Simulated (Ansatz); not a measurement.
Working through a polarisability from point charges of CH₆AsNSi, SMILES N=C[SiH2][AsH2]

Computed with Ansatz 0.2.0 through its Python package.

Typed at the interpreter:
```pycon
>>> import ansatz as az
>>> import numpy as np
>>> BASIS_SET = "def2-SVPD"
>>> METHOD = "mp2"
>>> geometry_ang = [
...     ("N", [-1.2141, 1.7261, 0.7593]),
...     ("C", [-0.2652, 0.9618, 0.3623]),
...     ("Si", [-0.636, -0.7641, -0.1627]),
...     ("As", [1.3296, -1.8167, -0.8067]),
...     ("H", [-1.0183, 2.6932, 1.0552]),
...     ("H", [0.7575, 1.3252, 0.3332]),
...     ("H", [-1.2394, -1.4983, 0.9593]),
...     ("H", [-1.5726, -0.7407, -1.2959]),
...     ("H", [1.7723, -0.5864, -1.6645]),
...     ("H", [2.0863, -1.3002, 0.4605]),
... ]
>>> ch6asnsi = az.Crystal.molecule()
>>> for symbol, xyz in geometry_ang:
...     ch6asnsi = ch6asnsi.atom(symbol, xyz)
...
>>> calc = ch6asnsi.calculation()
>>> calc = calc.basis(gaussian=BASIS_SET).correlation(METHOD)
>>> calc = calc.forces()
>>> # charges +q and -q at -R and +R make a nearly even field 2 k q / R^2 at the centre
>>> centre = np.mean([site.position_ang for site in ch6asnsi.cartesian_sites], axis=0)
>>> field = 2 * 14.399645 * 3.0 / 25.0 ** 2
>>> def dipole(axis, sign):
...     arm = 25.0 * np.eye(3)[axis]
...     pair = [{"charge": sign * 3.0, "position_ang": (centre - arm).tolist()}, {"charge": -sign * 3.0, "position_ang": (centre + arm).tolist()}]
...     deck = calc.input().set(az.key.basis.gaussian.point_charges, pair)
...     return np.array(az.Session.from_dict(deck).plan().execute().report["charge_distribution"]["dipole_moment_e_ang"])
...
>>> print(f"field {field:.4f} V/A")
field 0.1382 V/A
>>> alpha = np.array([(dipole(axis, 1) - dipole(axis, -1)) / (2 * field) * 14.399645 for axis in range(3)])

>>> print("polarisability tensor (A^3)")
polarisability tensor (A^3)
>>> print(np.array2string(alpha, precision=3, suppress_small=True))
[[12.662 -1.644 -0.987]
 [-1.664 12.779  1.271]
 [-0.99   1.235 10.119]]
>>> print(f"mean {np.trace(alpha) / 3:.3f} A^3 = {np.trace(alpha) / 3 / 0.14818471:.2f} bohr^3")
mean 11.853 A^3 = 79.99 bohr^3
```

The geometry is a force-field or estimated start, not a minimum of this method, and the basis set is short of its limit. The field of two point charges is only nearly even. Wall time of the script: 45 s on 1 thread of AMD EPYC 9R45 96-Core Processor (Zen 5) (shared host), peak memory 0.58 GiB.

(Lines on the test bed's own set-up are left out of the output.)
